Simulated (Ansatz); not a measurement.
# Cl2GaH4N (built from SMILES [H][H].[NH2][Ga]([Cl])[Cl]): search for a transition state

Aim: find the saddle point of a four-centre ligand exchange that is to form Ga1–H6, N2–H5 and break Ga1–N2, H5–H6, prove it by its vibrations, and relax downhill on both sides to see what it joins.

Program: Ansatz 0.2.0, Gaussian basis. Level of theory: PBE0-D4, def2-SVP first, then def2-TZVP. These are calculated values, not measurements.

152 further runs of the same task are left out: 152 set aside as unsound or not needed.

## (1) The starting structure

The guess: 8 atoms, charge 0, spin multiplicity 1.

Atoms are counted from 1 here; the program's logs count them from 0.

Bond lengths: Ga1–N2 1.973 Å, Ga1–Cl3 2.069 Å, Ga1–Cl4 2.068 Å, Ga1–H5 1.953 Å, Ga1–H6 1.944 Å, N2–H7 1.017 Å, N2–H8 1.017 Å. Angles: N2–Ga1–Cl3 114.3°, N2–Ga1–Cl4 114.3°, N2–Ga1–H5 43.8°, N2–Ga1–H6 76.8°, Cl3–Ga1–Cl4 125.4°, Cl3–Ga1–H5 116.0°, Cl3–Ga1–H6 106.9°, Cl4–Ga1–H5 115.9°, Cl4–Ga1–H6 106.9°, H5–Ga1–H6 33.0°, Ga1–N2–H7 122.5°, Ga1–N2–H8 122.8°, H7–N2–H8 106.5°.

As a file:

```
Ga   -0.7341    0.2161   -0.5218
N     1.0661    0.0694    0.2730
Cl   -0.9856   -0.8677   -2.2658
Cl   -1.7395    1.9583   -0.0396
H     0.0728   -0.7462    0.9742
H    -1.0010   -1.0185    0.9553
H     1.8252   -0.4334   -0.1805
H     1.4961    0.8221    0.8051
```

Distances that are to change: Ga1–H6 1.94 Å, N2–H5 1.46 Å, Ga1–N2 1.97 Å, H5–H6 1.11 Å.

## (2) Relaxing the guess with the reacting distances held

File hold/in.yaml:

```yaml
crystal:
  periodic: [false, false, false]
  atoms:
    - {symbol: Ga, position_ang: [-0.734100, 0.216100, -0.521800]}
    - {symbol: N, position_ang: [1.066100, 0.069400, 0.273000]}
    - {symbol: Cl, position_ang: [-0.985600, -0.867700, -2.265800]}
    - {symbol: Cl, position_ang: [-1.739500, 1.958300, -0.039600]}
    - {symbol: H, position_ang: [0.072800, -0.746200, 0.974200]}
    - {symbol: H, position_ang: [-1.001000, -1.018500, 0.955300]}
    - {symbol: H, position_ang: [1.825200, -0.433400, -0.180500]}
    - {symbol: H, position_ang: [1.496100, 0.822100, 0.805100]}
basis:
  gaussian: {orbitals: def2-SVP}
hamiltonian: {xc: pbe0, dispersion: d4}
relax: {f_tol: 0.04, max_steps: 150, escape_saddle: false, constraints: [{distance: [0, 5]}, {distance: [1, 4]}, {distance: [0, 1]}, {distance: [4, 5]}]}
```

On the command line:

```
> ansatz run in.yaml --threads 4 --pin off --events-out ev --progress --plain --max-ram 9574MiB
```

Standard output, shortened:

```text
Functional definition: PBE0
  name "PBE0"
  cite "Adamo & Barone, J. Chem. Phys. 110, 6158 (1999) doi:10.1063/1.478522"
  cite "Perdew, Burke & Ernzerhof, Phys. Rev. Lett. 77, 3865 (1996) doi:10.1103/PhysRevLett.77.3865"
  parent pbe
[...]
1049 factors; integrals over basis functions are off by at most 2.6e-4 eV
[...]
mean field -78947.87794579 eV, -2901.2810017142 hartree, gradient 6.9e-5 eV, S^2 0.000000; 0 other end points of the search recorded, 0 dependent functions left out
[...]
reference -78947.87797317 eV, -2901.2810027204 hartree; 38, 38 occupied and 64, 64 virtual orbitals, 1049 factors
relax step   1: F+E_penalty+E_count = -78948.06520418 eV  Δ(F+E_penalty+E_count) = +0.000e0 eV  max|allowed force component| = 1.225e0 eV/Å  Δτ_max = 0.0000 Å  (25 SCF iters, accepted)
[...]
relax step   3: F+E_penalty+E_count = -78948.18912626 eV  Δ(F+E_penalty+E_count) = -4.853e-3 eV  max|allowed force component| = 8.008e-2 eV/Å  Δτ_max = 0.0248 Å  (29 SCF iters, accepted)
[...]
relax step   4: F+E_penalty+E_count = -78948.18994653 eV  Δ(F+E_penalty+E_count) = -8.203e-4 eV  max|allowed force component| = 1.798e-2 eV/Å  Δτ_max = 0.0105 Å  (24 SCF iters, accepted)
  distance Ga 0 - H 5 held at 1.943527 Å   reaction = +5.2680e-1 eV/Å
  distance N 1 - H 4 held at 1.464080 Å   reaction = +8.7429e-1 eV/Å
  distance Ga 0 - N 1 held at 1.973309 Å   reaction = +4.6327e-1 eV/Å
  distance H 4 - H 5 held at 1.107949 Å   reaction = +7.6524e-1 eV/Å
1049 factors; integrals over basis functions are off by at most 2.6e-4 eV
mean field -78948.00708036 eV, -2901.2857473219 hartree, gradient 1.6e-5 eV, S^2 0.000000; 1 other end points of the search recorded, 0 dependent functions left out
[...]
reference -78948.00710783 eV, -2901.2857483317 hartree; 38, 38 occupied and 64, 64 virtual orbitals, 1049 factors
Total energy: -78948.18997401 eV, -2901.2924685397 hartree
Atom 0 at    -0.717908     0.187826    -0.480930 Å, force     0.357924    -0.366129     0.586094 eV/Å
Atom 1 at     1.085358     0.046207     0.307819 Å, force    -1.015857    -0.447470     0.224575 eV/Å
Atom 2 at    -0.985879    -0.860962    -2.329413 Å, force    -0.005302    -0.000735    -0.001790 eV/Å
Atom 3 at    -1.751398     2.017035    -0.063259 Å, force    -0.005425     0.000509    -0.001235 eV/Å
Atom 4 at     0.076120    -0.762273     0.994353 Å, force    -0.132808     0.291964    -0.414901 eV/Å
Atom 5 at    -0.994662    -1.046836     0.994304 Å, force     0.819896     0.532302    -0.400147 eV/Å
Atom 6 at     1.814899    -0.434343    -0.217928 Å, force    -0.012302     0.007534     0.013443 eV/Å
Atom 7 at     1.473470     0.853446     0.794954 Å, force    -0.006126    -0.017976    -0.006039 eV/Å
Dipole moment:     0.692284    -0.050450     0.297680 e Å
```

Wall time 3.4 s (4 threads of AMD EPYC 9R45, shared host).

Step by step:

| step | energy from step 1 (eV) | largest force component (eV/Å) |
| --- | --- | --- |
| 1 | 0.0000 | 1.2251 |
| 2 | -0.1191 | 0.1767 |
| 3 | -0.1239 | 0.0801 |
| 4 | -0.1247 | 0.0180 |

Close pairs (by a distance rule), those that changed most:

| bond | before (Å) | after (Å) | change (Å) |
| --- | --- | --- | --- |
| Ga1–Cl4 | 2.068 | 2.142 | +0.074 |
| Ga1–Cl3 | 2.069 | 2.142 | +0.073 |
| Ga1–H5 | 1.953 | 1.926 | -0.027 |
| N2–H8 | 1.017 | 1.020 | +0.002 |
| N2–H7 | 1.017 | 1.020 | +0.002 |
| Ga1–H6 | 1.944 | 1.944 | +0.000 |
| Ga1–N2 | 1.973 | 1.973 | +0.000 |

## (3) A starting Hessian

File hessian/in.yaml:

```yaml
crystal:
  periodic: [false, false, false]
  atoms:
    - {symbol: Ga, position_ang: [-0.717908, 0.187826, -0.480930]}
    - {symbol: N, position_ang: [1.085358, 0.046207, 0.307819]}
    - {symbol: Cl, position_ang: [-0.985879, -0.860962, -2.329413]}
    - {symbol: Cl, position_ang: [-1.751398, 2.017035, -0.063259]}
    - {symbol: H, position_ang: [0.076120, -0.762273, 0.994353]}
    - {symbol: H, position_ang: [-0.994662, -1.046836, 0.994304]}
    - {symbol: H, position_ang: [1.814899, -0.434343, -0.217928]}
    - {symbol: H, position_ang: [1.473470, 0.853446, 0.794954]}
basis:
  gaussian: {orbitals: def2-SVP}
hamiltonian: {xc: pbe0, dispersion: d4}
phonons: {}
scf: {lower_state_search: off}
```

On the command line:

```
> ansatz run in.yaml --threads 4 --pin off --events-out ev --progress --plain --max-ram 9574MiB
```

Standard output, shortened:

```text
[... 5 set-up lines as earlier in the session ...]
[...]
1048 factors; integrals over basis functions are off by at most 2.6e-4 eV
[...]
mean field -78948.00707867 eV, -2901.2857472599 hartree, gradient 3.3e-6 eV, S^2 0.000000; 0 other end points of the search recorded, 0 dependent functions left out
[...]
reference -78948.00710617 eV, -2901.2857482707 hartree; 38, 38 occupied and 64, 64 virtual orbitals, 1048 factors
[... from here to the last solve, the lines of the solves are left out (47 solves) ...]
1048 factors; integrals over basis functions are off by at most 2.6e-4 eV
mean field -78948.00705034 eV, -2901.2857462190 hartree, gradient 7.7e-7 eV, S^2 0.000000; 0 other end points of the search recorded, 0 dependent functions left out
[...]
WARN: phonons: modes at or below zero, which the zero-point energy, F, S and C_V leave out: 1, the lowest at -1588.04 cm⁻¹. A minimum has none, and a first-order saddle one
[...]
Atom 0 at    -0.717908     0.187826    -0.480930 Å, force     0.357537    -0.366242     0.586107 eV/Å
Atom 1 at     1.085358     0.046207     0.307819 Å, force    -1.015932    -0.447572     0.224629 eV/Å
Atom 2 at    -0.985879    -0.860962    -2.329413 Å, force    -0.005258    -0.000645    -0.001815 eV/Å
Atom 3 at    -1.751398     2.017035    -0.063259 Å, force    -0.005366     0.000532    -0.001314 eV/Å
Atom 4 at     0.076120    -0.762273     0.994353 Å, force    -0.132602     0.291931    -0.414785 eV/Å
Atom 5 at    -0.994662    -1.046836     0.994304 Å, force     0.820067     0.532448    -0.400278 eV/Å
Atom 6 at     1.814899    -0.434343    -0.217928 Å, force    -0.012319     0.007525     0.013468 eV/Å
Atom 7 at     1.473470     0.853446     0.794954 Å, force    -0.006126    -0.017978    -0.006012 eV/Å
Dipole moment:     0.692282    -0.050450     0.297679 e Å
Vibrations: -1588.04 119.80 148.95 193.61 326.35 389.93 458.63 539.67 590.41 669.27 770.61 808.98 1415.72 1462.58 1493.83 1679.42 3538.12 3655.48 cm⁻¹, zero-point energy 1.132060 eV
Checks for a lower state left out: stability, starts, cluster_reference, orbital_swaps, neighbouring_geometries, increment
```

Run time: 22 s. Hardware: 4 threads of AMD EPYC 9R45, shared host.

The structure is not stationary yet, so these wavenumbers are no spectrum; the search needs only the force constants.

## (4) Saddle search in the small basis

The search itself is an outer loop (partitioned rational-function steps, Bofill update of the Hessian). Each step is one single-point run with forces. It stops when the largest force is under 0.04 eV/Å and the followed curvature is negative. The first step's input:

File presaddle/in.yaml:

```yaml
crystal:
  periodic: [false, false, false]
  atoms:
    - {symbol: Ga, position_ang: [-0.717908, 0.187826, -0.480930]}
    - {symbol: N, position_ang: [1.085358, 0.046207, 0.307819]}
    - {symbol: Cl, position_ang: [-0.985879, -0.860962, -2.329413]}
    - {symbol: Cl, position_ang: [-1.751398, 2.017035, -0.063259]}
    - {symbol: H, position_ang: [0.076120, -0.762273, 0.994353]}
    - {symbol: H, position_ang: [-0.994662, -1.046836, 0.994304]}
    - {symbol: H, position_ang: [1.814899, -0.434343, -0.217928]}
    - {symbol: H, position_ang: [1.473470, 0.853446, 0.794954]}
basis:
  gaussian: {orbitals: def2-SVP}
hamiltonian: {xc: pbe0, dispersion: d4}
output: {forces: true}
scf: {lower_state_search: off}
```

On the command line:

```
> ansatz run in.yaml --threads 4 --pin off --events-out ev --progress --plain --max-ram 9574MiB
```

The driver's record:

| step | energy (eV) | largest force (eV/Å) | followed curvature (eV/Å²) |
| --- | --- | --- | --- |
| 1 | -78948.18993 | 1.0159 | -13.75 |
| 2 | -78948.27784 | 0.3724 | -12.98 |
| 3 | -78948.28174 | 0.0590 | -13.25 |
| 4 | -78948.28197 | 0.0030 | -13.58 |

The 4 steps took 2.1 s in all (4 threads of AMD EPYC 9R45, shared host).

## (5) Saddle search in triple zeta

The search itself is an outer loop (partitioned rational-function steps, Bofill update of the Hessian). Each step is one single-point run with forces. It stops when the largest force is under 0.01 eV/Å and the followed curvature is negative. The first step's input:

File saddle/in.yaml:

```yaml
crystal:
  periodic: [false, false, false]
  atoms:
    - {symbol: Ga, position_ang: [-0.682858, 0.187452, -0.468652]}
    - {symbol: N, position_ang: [1.072419, 0.031500, 0.322031]}
    - {symbol: Cl, position_ang: [-0.995103, -0.879257, -2.301577]}
    - {symbol: Cl, position_ang: [-1.758053, 1.991987, -0.041364]}
    - {symbol: H, position_ang: [0.022965, -0.753033, 0.964382]}
    - {symbol: H, position_ang: [-0.931268, -0.986670, 0.939006]}
    - {symbol: H, position_ang: [1.805918, -0.435596, -0.210455]}
    - {symbol: H, position_ang: [1.465979, 0.843717, 0.796529]}
basis:
  gaussian: {orbitals: def2-TZVP}
hamiltonian: {xc: pbe0, dispersion: d4}
output: {forces: true}
scf: {lower_state_search: off}
```

On the command line:

```
> ansatz run in.yaml --threads 4 --pin off --events-out ev --progress --plain --max-ram 9574MiB
```

Step by step:

| step | energy (eV) | largest force (eV/Å) | followed curvature (eV/Å²) |
| --- | --- | --- | --- |
| 1 | -78965.41704 | 0.3517 | -13.58 |
| 2 | -78965.41996 | 0.0400 | -11.72 |
| 3 | -78965.41989 | 0.0036 | -11.21 |

The 3 steps took 2.9 s in all (4 threads of AMD EPYC 9R45, shared host).

The point found:

| atom | x (Å) | y (Å) | z (Å) |
| --- | --- | --- | --- |
| Ga1 | -0.6888 | 0.1878 | -0.4710 |
| N2 | 1.0699 | 0.0296 | 0.3235 |
| Cl3 | -0.9946 | -0.8764 | -2.2963 |
| Cl4 | -1.7553 | 1.9867 | -0.0425 |
| H5 | 0.0361 | -0.7407 | 0.9531 |
| H6 | -0.9210 | -0.9824 | 0.9371 |
| H7 | 1.7962 | -0.4393 | -0.2036 |
| H8 | 1.4575 | 0.8349 | 0.7995 |

Followed mode, largest move set to 1: H5 (0.89, 0.40, -0.20); Ga1 (-0.43, -0.27, 0.19); H6 (-0.18, 0.15, -0.26); N2 (-0.15, -0.20, 0.21).

[end of part 1 of 2]
